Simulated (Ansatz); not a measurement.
# C₂H₉AlGe: one species, many methods

An exercise on one series of results from a longer session: the logs are not shown, and one member is left open.

Program: Ansatz 0.2.0, Gaussian basis. Level of theory: functionals in def2-TZVPP, the program's frozen cores in correlated methods. These are calculated values, not measurements.

Plan: PBE-D4, r2SCAN-D4, PBE0-D4, B3LYP-D4, ωB97X-V, ωB97M-V, B2PLYP; CCSD(T)/def2-TZVPP; MP2/def2-QZVPP; extrapolation to the limit.

**The relaxed structure**

All runs share one geometry, relaxed beforehand with PBE0-D4 in a triple-zeta def2 set.

13 atoms, charge 0, spin multiplicity 1.

Atoms are counted from 1 here; the program's logs count them from 0.

Bond lengths: C1–Al2 1.951 Å, C1–H5 1.095 Å, C1–H6 1.093 Å, C1–H7 1.096 Å, Al2–C3 1.949 Å, Al2–H8 1.592 Å, C3–Ge4 1.957 Å, C3–H9 1.094 Å, C3–H10 1.095 Å, Ge4–H11 1.542 Å, Ge4–H12 1.540 Å, Ge4–H13 1.543 Å. Angles: Al2–C1–H5 111.3°, Al2–C1–H6 113.2°, Al2–C1–H7 110.3°, H5–C1–H6 108.1°, H5–C1–H7 106.1°, H6–C1–H7 107.6°, C1–Al2–C3 121.0°, C1–Al2–H8 120.1°, C3–Al2–H8 118.9°, Al2–C3–Ge4 112.6°, Al2–C3–H9 111.5°, Al2–C3–H10 111.0°, Ge4–C3–H9 107.1°, Ge4–C3–H10 106.2°, H9–C3–H10 108.1°, C3–Ge4–H11 110.1°, C3–Ge4–H12 111.9°, C3–Ge4–H13 110.4° and more.

Geometry (Å):

```
C    -2.0457    0.2169    1.0871
Al   -0.8766   -0.9321    0.0284
C     1.0607   -0.7302    0.0992
Ge    1.7058    0.7441   -1.0145
H    -2.7635   -0.3719    1.6677
H    -1.5008    0.8646    1.7782
H    -2.6416    0.8610    0.4303
H    -1.5019   -2.0187   -0.9534
H     1.5709   -1.6364   -0.2401
H     1.3948   -0.5124    1.1192
H     1.1191    2.0801   -0.5163
H     3.2425    0.8501   -0.9936
H     1.2564    0.5499   -2.4774
```

Set-up of the first run:

The input, in.yaml:

```yaml
crystal:
  periodic: [false, false, false]
  atoms:
    - {symbol: C, position_ang: [-2.045710, 0.216942, 1.087063]}
    - {symbol: Al, position_ang: [-0.876583, -0.932098, 0.028378]}
    - {symbol: C, position_ang: [1.060705, -0.730165, 0.099227]}
    - {symbol: Ge, position_ang: [1.705809, 0.744098, -1.014546]}
    - {symbol: H, position_ang: [-2.763462, -0.371851, 1.667725]}
    - {symbol: H, position_ang: [-1.500794, 0.864648, 1.778159]}
    - {symbol: H, position_ang: [-2.641606, 0.861031, 0.430252]}
    - {symbol: H, position_ang: [-1.501908, -2.018701, -0.953374]}
    - {symbol: H, position_ang: [1.570891, -1.636386, -0.240073]}
    - {symbol: H, position_ang: [1.394824, -0.512416, 1.119176]}
    - {symbol: H, position_ang: [1.119145, 2.080060, -0.516254]}
    - {symbol: H, position_ang: [3.242478, 0.850092, -0.993626]}
    - {symbol: H, position_ang: [1.256410, 0.549946, -2.477410]}
basis:
  gaussian: {orbitals: def2-TZVPP}
hamiltonian: {xc: pbe, dispersion: d4}
output: {forces: true, orbitals: {seedname: orbitals}}
```

On the command line:

```
> ansatz run in.yaml --threads 4 --pin off --events-out ev --progress --plain --max-ram 10444MiB
```

Among the steps run: PBE-D4 (GGA); r2SCAN-D4 (meta-GGA); PBE0-D4 (hybrid); B3LYP-D4 (hybrid); ωB97X-V (range-separated); ωB97M-V (range-separated); B2PLYP (double hybrid); CCSD(T) in def2-TZVPP; MP2 in def2-QZVPP.

One table of the session follows, with a row left open; its other results are not shown here.

```
            method  atomisation energy (kJ/mol)
            PBE-D4                       4204.2
         r2SCAN-D4                       4219.0
           PBE0-D4                       4186.4
          B3LYP-D4                       4197.1
           ωB97X-V                       4225.2
           ωB97M-V                       4206.3
            B2PLYP                            ?
     HF/def2-TZVPP                       3194.6
    MP2/def2-TZVPP                       4131.2
   CCSD/def2-TZVPP                       4097.0
CCSD(T)/def2-TZVPP                       4138.9
           MP2/CBS                       4213.0
       CCSD(T)/CBS                       4220.6
```

Estimate the missing values for B2PLYP.

**Answer.** atomisation energy (kJ/mol): 4156.5. In the column «atomisation energy (kJ/mol)» it lies between CCSD(T)/def2-TZVPP (4138.9) and PBE0-D4 (4186.4).

To keep in mind: Free atoms (2 C, 1 Al, 1 Ge, 9 H) were run apart at each level; the atomisation energy is their sum less the molecule, without zero-point or spin-orbit terms.
